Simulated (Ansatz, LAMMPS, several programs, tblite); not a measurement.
Energy against volume for SiC (P6_3mc) from a database of computed structures, at fixed shape and fractional coordinates, computed by several methods (PBE and r2SCAN, where shown, with plane waves in Ansatz); the cell shown is that of r2SCAN. With free coordinates or axes held, a curve is too stiff, and on another method's shape its minimum isn't the method's own volume. Space group P6_3mc (No. 186), hexagonal; conventional cell a = 3.078 Å, c = 10.077 Å, 10.33 Å³ an atom. Si is surrounded by 4 C at 1.89 Å; Si is surrounded by 4 C at 1.88–1.89 Å; C is surrounded by 4 Si at 1.88–1.89 Å; C is surrounded by 4 Si at 1.89 Å. The values are computed, spin-unpolarised, and not measurements. Energies count from each curve's lowest point; fits are third-order Birch-Murnaghan.

```yaml
crystal:
  lattice:
    - [3.07755, 0.00000, 0.00000]
    - [-1.53878, 2.66524, 0.00000]
    - [0.00000, 0.00000, 10.07672]
  atoms:
    - { symbol: Si, position: [0.66667, 0.33333, 0.93784] }
    - { symbol: Si, position: [0.33333, 0.66667, 0.43784] }
    - { symbol: Si, position: [0.00000, 0.00000, 0.68789] }
    - { symbol: Si, position: [0.00000, 0.00000, 0.18789] }
    - { symbol: C, position: [0.66667, 0.33333, 0.74980] }
    - { symbol: C, position: [0.33333, 0.66667, 0.24980] }
    - { symbol: C, position: [0.00000, 0.00000, 0.50047] }
    - { symbol: C, position: [0.00000, 0.00000, 0.00047] }
```

light PBE (260 eV and a coarse mesh), on the shape of the cell shown:
```tsv
V (Å³/atom)	E (meV/atom)
9.505	85.10
9.918	31.17
10.332	4.62
10.745	0.00
11.158	20.89
11.571	51.01
```
The points scatter about the fit by more than 0.3 meV an atom, since at so low a cutoff the number of plane waves jumps with the volume, so no fit is quoted.

SiC_Erhart-Albe.tersoff (LAMMPS), on the shape of its own relaxed cell:
```tsv
V (Å³/atom)	E (meV/atom)
9.734	29.00
10.045	6.87
10.355	0.00
10.666	6.20
10.977	23.58
```
V₀ = 10.36 Å³ an atom and B₀ = 224 GPa.

SiCGe.tersoff (LAMMPS), on the shape of its own relaxed cell:

| V (Å³/atom) | E (meV/atom) |
| --- | --- |
| 9.480 | 41.44 |
| 9.783 | 6.69 |
| 10.085 | 0.00 |
| 10.388 | 6.04 |
| 10.690 | 22.99 |

The points scatter about the fit by more than 0.3 meV an atom, so no fit is quoted.

Task: SiC.vashishta (LAMMPS), on the shape of its own relaxed cell, gives

| V (Å³/atom) | E (meV/atom) |
| --- | --- |
| 9.677 | 29.46 |
| 9.986 | 6.87 |
| 10.295 | 0.00 |
| 10.603 | 6.21 |
| 10.912 | 22.56 |

What equilibrium volume and bulk modulus follow?

Result: V₀ = 10.29 Å³ an atom and B₀ = 222 GPa.

GFN2-xTB (tblite), on the shape of the cell shown, as a cluster of 128 atoms at the zone centre:
```
V (Å³/atom)  E (meV/atom)
      9.092        171.41
      9.712         45.05
     10.332          0.00
     10.952         13.27
     11.571         68.47
```
V₀ = 10.47 Å³ an atom and B₀ = 234 GPa.
